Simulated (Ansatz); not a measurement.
# P (black phosphorus): the cost of one run

Computed with Ansatz 0.2.0 (DFT LDA, scalar-relativistic, plane waves, PAW, unless a step's input says otherwise).

**1. Starting point**

It takes space group Cmce (No. 64, orthorhombic). The conventional cell has a = 3.316 Å, b = 10.484 Å, c = 4.379 Å, α = 90.00°, β = 90.00°, γ = 90.00°. P (site symmetry m) has 3 P at 2.22 to 2.24 Å as nearest neighbours.

Structure file:

```
CELL_PARAMETERS angstrom
1.65820 -5.24200 0.00000
1.65820 5.24200 0.00000
0.00000 0.00000 4.37930
ATOMIC_POSITIONS crystal
P 0.89838 0.10162 0.08068
P 0.60162 0.39838 0.58068
P 0.10162 0.89838 0.91932
P 0.39838 0.60162 0.41932
```

The structure rests on an entry of the Crystallography Open Database; cell or positions may have been set otherwise for this series.

**2. Relaxing cell and atoms: P (black phosphorus), no spin**

Input file input.yaml:

```yaml
crystal:
  lattice:
    - [1.6582, -5.242, 0.0]
    - [1.6582, 5.242, 0.0]
    - [0.0, 0.0, 4.3793]
  atoms:
    - { symbol: P, position: [0.89838, 0.10162, 0.08068] }
    - { symbol: P, position: [0.60162, 0.39838, 0.58068] }
    - { symbol: P, position: [0.10162, 0.89838, 0.91932] }
    - { symbol: P, position: [0.39838, 0.60162, 0.41932] }
scf:
  occupations: { method: gaussian, width: 0.05 }
output:
  forces: true
  stress: true
  eigenvalues: true
  write_density: true
  write_potential: true
  elf: true
  volumetric_format: npy
hamiltonian:
  xc: lda
kpoints:
  mp_grid: { grid: [12, 12, 10] }
basis:
  ecutwfc: 520
relax:
  f_tol: 0.002
  max_steps: 100
  cell: { stress_tol: 0.01 }
```

The run is started by

```
> ansatz run input.yaml --threads 4 --pin off --max-ram 9216MiB --backend cpu --events-out ev --progress --plain --runs-dir out
```

What time and memory should one allow on 4 threads of Intel Xeon Platinum 8488C (Sapphire Rapids), shared host?

About 37 s, with a peak of 0.7 GiB.
